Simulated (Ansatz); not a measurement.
The system is ScRu3.

```
Ru Sc
1.0
    -1.94926    1.94926    4.02229
     1.94926   -1.94926    4.02229
     1.94926    1.94926   -4.02229
Ru Sc
3 1
Direct
  0.50000 0.50000 0.00000
  0.25000 0.75000 0.50000
  0.75000 0.25000 0.50000
  0.00000 0.00000 0.00000
```

The cell comes from a database or a generator and needn't be the stable form of this composition.

* Program: Ansatz 0.2.0
* Task: relaxation of cell and atoms
* Functional: PBEsol
* Potentials or basis: Ansatz PAW
* Cutoff: 420 eV (not typed: the program's choice for these potentials)
* k mesh: 7 × 7 × 7
* Occupations: fermi-dirac, width 0.05 eV
* Spin: no spin polarisation
* Hubbard terms: Ru d U = 4 eV, Sc d U = 4 eV

At the start: volume 15.28 Å³/atom.

Task: Where does the relaxation end?

Result: It ends after 5 steps and the volume is 14.84 Å³/atom (-2.9 %); space group I4/mmm (No. 139, to 0.05 Å).

The path:
```
step  energy change (eV)  largest force (eV/Å)  volume (Å³)
   1              0.0000                0.0000        61.13
   2             -0.0406                0.0000        59.45
   3             -0.0412                0.0000        59.33
   4             -0.0413                0.0000        59.36
   5             -0.0408                0.0000        59.36
```

Final structure:
```
Ru Sc
1.0
    -1.91710    1.91710    4.03809
     1.91710   -1.91710    4.03809
     1.91710    1.91710   -4.03809
Ru Sc
3 1
Direct
  0.50000 0.50000 0.00000
  0.25000 0.75000 0.50000
  0.75000 0.25000 0.50000
  0.00000 0.00000 0.00000
```

Caveat: the plane-wave basis is chosen anew once the cell has moved, so the energies of steps on either side of that aren't comparable; U without spin polarisation on a metal has little footing; the PAW data sets come from PBE, with cores solved anew for the run's functional, which leaves a small shift of forces and pressure; the U is typed as a test and isn't derived for this compound.
